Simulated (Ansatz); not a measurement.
# C₂H₇ClN₂Si: a ladder of functionals and wavefunction methods

The task here is to estimate one member of a computed series from the others.

Program: Ansatz 0.2.0, Gaussian basis. Level of theory: functionals in def2-TZVPP, the program's frozen cores in correlated methods. These are calculated values, not measurements.

Plan: PBE-D4, r2SCAN-D4, PBE0-D4, B3LYP-D4, ωB97X-V, ωB97M-V, B2PLYP; CCSD(T)/def2-TZVPP; MP2/def2-QZVPP; extrapolation to the limit.

## Structure used throughout

The geometry comes from an earlier relaxation with PBE0-D4 in a triple-zeta def2 set; it is a stationary point, not always the lowest conformer.

SMILES `C=C[Si](N)(N)Cl`, 13 atoms, charge 0, spin multiplicity 1.

Atoms are counted from 1 here; the program's logs count them from 0.

Bond lengths: C1–C2 1.331 Å, C1–H7 1.087 Å, C1–H8 1.086 Å, C2–Si3 1.854 Å, C2–H9 1.089 Å, Si3–N4 1.704 Å, Si3–N5 1.700 Å, Si3–Cl6 2.079 Å, N4–H10 1.006 Å, N4–H11 1.007 Å, N5–H12 1.007 Å, N5–H13 1.007 Å. Angles: C2–C1–H7 122.2°, C2–C1–H8 121.6°, H7–C1–H8 116.2°, C1–C2–Si3 123.7°, C1–C2–H9 118.3°, Si3–C2–H9 118.0°, C2–Si3–N4 118.3°, C2–Si3–N5 107.5°, C2–Si3–Cl6 105.3°, N4–Si3–N5 107.3°, N4–Si3–Cl6 103.1°, N5–Si3–Cl6 115.7°, Si3–N4–H10 120.2°, Si3–N4–H11 120.5°, H10–N4–H11 112.3°, Si3–N5–H12 120.5°, Si3–N5–H13 118.8°, H12–N5–H13 111.7°.

The first run:

in.yaml reads:

```yaml
crystal:
  periodic: [false, false, false]
  atoms:
    - {symbol: C, position_ang: [0.569084, -1.915233, -0.736570]}
    - {symbol: C, position_ang: [-0.215320, -0.876886, -1.015059]}
    - {symbol: Si, position_ang: [-0.459095, 0.562945, 0.127216]}
    - {symbol: N, position_ang: [0.392337, 2.003674, -0.194800]}
    - {symbol: N, position_ang: [-0.023800, 0.055928, 1.690879]}
    - {symbol: Cl, position_ang: [-2.445188, 1.125616, -0.117035]}
    - {symbol: H, position_ang: [0.707371, -2.738959, -1.431740]}
    - {symbol: H, position_ang: [1.112195, -1.982817, 0.201914]}
    - {symbol: H, position_ang: [-0.729424, -0.861647, -1.974760]}
    - {symbol: H, position_ang: [-0.016047, 2.712322, -0.780116]}
    - {symbol: H, position_ang: [1.398304, 2.004510, -0.238308]}
    - {symbol: H, position_ang: [-0.335060, -0.833835, 2.045075]}
    - {symbol: H, position_ang: [0.044643, 0.744372, 2.423283]}
basis:
  gaussian: {orbitals: def2-TZVPP}
hamiltonian: {xc: pbe, dispersion: d4}
output: {forces: true, orbitals: {seedname: orbitals}}
```

The run is started by

```console
> ansatz run in.yaml --threads 2 --pin off --events-out ev --progress --plain --max-ram 22528MiB --backend cuda --devices 0, --max-vram 18GiB
```

Steps of the session up to this table: PBE-D4 (GGA); r2SCAN-D4 (meta-GGA); PBE0-D4 (hybrid); B3LYP-D4 (hybrid); ωB97X-V (range-separated); ωB97M-V (range-separated); B2PLYP (double hybrid); CCSD(T) in def2-TZVPP; MP2 in def2-QZVPP.

One table of the session follows, with a row left open; its other results are not shown here.

It belongs to the step «Atomisation energies». 

| method | atomisation energy (kJ/mol) |
| --- | --- |
| PBE-D4 | 5079.5 |
| r2SCAN-D4 | 4972.8 |
| PBE0-D4 | 4988.6 |
| B3LYP-D4 | 4988.2 |
| ωB97X-V | 4997.3 |
| ωB97M-V | 5007.9 |
| B2PLYP | 4924.2 |
| HF/def2-TZVPP | 3547.9 |
| MP2/def2-TZVPP | 4912.5 |
| CCSD/def2-TZVPP | 4747.4 |
| CCSD(T)/def2-TZVPP | 4827.0 |
| MP2/CBS | ? |
| CCSD(T)/CBS | 4982.4 |

Q: Estimate the row for MP2/CBS from the others.

As computed: atomisation energy (kJ/mol): 5067.8. In the column «atomisation energy (kJ/mol)» it lies between ωB97M-V (5007.9) and PBE-D4 (5079.5).
